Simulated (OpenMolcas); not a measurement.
# SnO (tin(ii) oxide), step by step

We compute a single-point energy (HF/ANO-RCC-MB), then a single-point energy (CASSCF(2,2)/ANO-RCC-VQZP), then the energy (CASPT2(2,2)/ANO-RCC-VQZP) of SnO (tin(ii) oxide). 

Program for the calculation: OpenMolcas 26.06.

## (1) The molecule

SnO has 2 atoms, charge 0, and is taken as a singlet. As SMILES, `[O]=[Sn]`. The shape is that of a PBE0-D4/def2-TZVP optimisation.

Bond lengths: O1–Sn2 1.818 Å.

## (2) The energy at HF/ANO-RCC-MB (DKH2) (run 1)

File mol.xyz:

```xyz
2

O      0.000000     0.000000    -0.007080
Sn     0.000000     0.000000     1.810660
```

File step1.input:

```
* OSn Hartree-Fock

&gateway
 coord = mol.xyz
 basis = ANO-RCC-MB
 group = NoSym

&seward

&scf
 prorbitals = 0
```

Started as:

```sh
$ export MOLCAS_MEM=1860
$ pymolcas step1.input > step1.log
```

What it wrote:

```text
--- Start Module: gateway ---
[...]
--- Stop Module: gateway /rc=_RC_ALL_IS_WELL_ ---
--- Start Module: seward ---
[...]
      Basis functions           32
--- Stop Module: seward /rc=_RC_ALL_IS_WELL_ ---
[...]
--- Start Module: scf ---
[...]
       Convergence after  11 Iterations
[...]
::    Total SCF energy                              -6247.2562063061
[...]
      Total spin, S                                     0.0000000000
[...]
      Total electronic charge=   58.000000
      Total            charge=   -0.000000
[...]
      Dipole Moment (debye):
      Origin of the operator (angstrom)=    0.0000    0.0000    1.5967
                   X= -9.0006E-11               Y=  3.2528E-12               Z=  3.1460E+00           Total=  3.1460E+00
      Quadrupole Moment (debye*angstrom):
[...]
--- Stop Module: scf /rc=_RC_ALL_IS_WELL_ ---
[...]
```

Wall time 2.8 s (1 thread of Arm Neoverse V2, shared host); peak memory 0.38 GiB.

## (3) A single-point energy at CASSCF(2,2)/ANO-RCC-VQZP (DKH2, RICD fitting) (run 2)

mol.xyz is that of step 2.

File step2.input:

```
>>> EXPORT MOLCAS_PRINT=2

&gateway
 coord = mol.xyz
 basis = ANO-RCC-MB
 group = NoSym

&seward

&rasscf
 fileorb = $CurrDir/step1.ScfOrb
 alter = 1
 1 30 32
 spin = 1
 nactel = 2 0 0
 inactive = 28
 ras2 = 2
 orblisting = Nothing
>>> COPY $Project.RunFile RUNFIL1
>>> COPY $Project.RasOrb INPORB

&gateway
 coord = mol.xyz
 basis = ANO-RCC-VQZP
 group = NoSym
 ricd

&seward
>>> COPY $Project.RunFile RUNFIL2

&expbas

&rasscf
 fileorb = $Project.ExpOrb
 spin = 1
 nactel = 2 0 0
 inactive = 28
 ras2 = 2
 orblisting = Nothing
 orbappear = Compact
```

Started as:

```sh
$ export MOLCAS_MEM=1860
$ pymolcas step2.input > step2.log
```

What it wrote:

```text
--- Start Module: gateway ---
[...]
--- Stop Module: gateway /rc=_RC_ALL_IS_WELL_ ---
[...]
      Basis functions           32
[...]
      Number of active orbitals                  2
[...]
      Spin quantum number                      0.0
[...]
      Active orbitals                            2
[...]
      Number of CSFs                             3
[...]
      Number of root(s) required                 1
[...]
      Convergence after 29 iterations
[...]
      printout of CI-coefficients larger than  0.05 for root  1
      energy=   -6247.270636
      conf/sym  11     Coeff  Weight
             1  20   0.99139 0.98285
             3  02  -0.13094 0.01715
      Natural orbitals and occupation numbers for root  1
      sym 1:   1.965707   0.034293
      ************************************************************************************************************************
      *                                                    Final results                                                     *
[...]
::    RASSCF root number  1 Total energy:  -6247.27063636
[...]
      Basis functions          148
[...]
--- Start Module: expbas ---
[...]
--- Stop Module: expbas /rc=_RC_ALL_IS_WELL_ ---
--- Start Module: rasscf ---
[...]
      Convergence after 28 iterations
[...]
      Natural orbitals and occupation numbers for root  1
      sym 1:   1.976563   0.023437
      ************************************************************************************************************************
      *                                                    Final results                                                     *
[...]
::    RASSCF root number  1 Total energy:  -6247.40439323
[...]
      Total electronic charge=   58.000000
      Total            charge=   -0.000000
[...]
      Dipole Moment (debye):
      Origin of the operator (angstrom)=    0.0000    0.0000    1.5967
                   X= -2.1228E-09               Y=  7.3655E-09               Z=  5.0753E+00           Total=  5.0753E+00
      Quadrupole Moment (debye*angstrom):
[...]
--- Stop Module: rasscf /rc=_RC_ALL_IS_WELL_ ---
[...]
```

Wall time 59 s (1 thread of Arm Neoverse V2, shared host); peak memory 0.45 GiB.

## (4) A single-point energy at CASPT2(2,2)/ANO-RCC-VQZP (DKH2, RICD fitting, ipea shift 0.25 Eh, pt2 variant SS) (run 3)

mol.xyz is that of step 3.

File step3.inp:

```
* OSn CASPT2

&GATEWAY
  COORD=mol.xyz
  BASIS=ANO-RCC-VQZP
  GROUP=NoSym
  RICD

&SEWARD

&RASSCF
  FILEORB=$CurrDir/step2.RasOrb
  SPIN=1
  NACTEL=2 0 0
  INACTIVE=28
  RAS2=2
  ORBLISTING=Nothing
  ORBAPPEAR=Compact

&CASPT2
  IMAGINARY=0.2
```

Started as:

```sh
$ export MOLCAS_MEM=1860
$ pymolcas step3.inp > step3.log
```

What it wrote:

```text
--- Start Module: gateway ---
[...]
--- Stop Module: gateway /rc=_RC_ALL_IS_WELL_ ---
[...]
      Basis functions          148
[...]
--- Start Module: rasscf ---
[...]
      Number of active orbitals                  2
[...]
      Spin quantum number                      0.0
[...]
      Active orbitals                            2
[...]
      Number of CSFs                             3
[...]
      Number of root(s) required                 1
[...]
      Convergence after  4 iterations
[...]
      printout of CI-coefficients larger than  0.05 for root  1
      energy=   -6247.404393
      conf/sym  11     Coeff  Weight
             1  20   0.99412 0.98828
             3  02  -0.10825 0.01172
      Natural orbitals and occupation numbers for root  1
      sym 1:   1.976564   0.023436
      ************************************************************************************************************************
      *                                                    Final results                                                     *
[...]
::    RASSCF root number  1 Total energy:  -6247.40439323
[...]
      Total electronic charge=   58.000000
      Total            charge=   -0.000000
[...]
      Dipole Moment (debye):
      Origin of the operator (angstrom)=    0.0000    0.0000    1.5967
                   X= -5.0523E-09               Y= -8.9137E-11               Z=  5.0752E+00           Total=  5.0752E+00
      Quadrupole Moment (debye*angstrom):
[...]
--- Stop Module: rasscf /rc=_RC_ALL_IS_WELL_ ---
[...]
--- Start Module: caspt2 ---
[...]
      E2 (Variational):          -0.7916536975
      Total energy:           -6248.1960469241
[...]
      Reference weight:           0.83656
[...]
::    CASPT2 Root  1     Total energy:  -6248.19604692
[...]
--- Stop Module: caspt2 /rc=_RC_ALL_IS_WELL_ ---
[...]
```

Wall time 35 s (1 thread of Arm Neoverse V2, shared host); peak memory 0.45 GiB.

## (5) What came out

```
                                                       quantity           value
                             run 1, HF/ANO-RCC-MB: total energy  -6247.25621 Eh
                            run 1, HF/ANO-RCC-MB: dipole moment          3.15 D
                              run 1, HF/ANO-RCC-MB: HOMO energy       -10.10 eV
                              run 1, HF/ANO-RCC-MB: LUMO energy         0.77 eV
                            run 1, HF/ANO-RCC-MB: HOMO–LUMO gap        10.87 eV
                  run 2, CASSCF(2,2)/ANO-RCC-VQZP: total energy  -6247.40439 Eh
run 2, CASSCF(2,2)/ANO-RCC-VQZP: dipole moment (CASSCF density)          5.08 D
                  run 3, CASPT2(2,2)/ANO-RCC-VQZP: total energy  -6248.19605 Eh
run 3, CASPT2(2,2)/ANO-RCC-VQZP: dipole moment (CASSCF density)          5.08 D
```
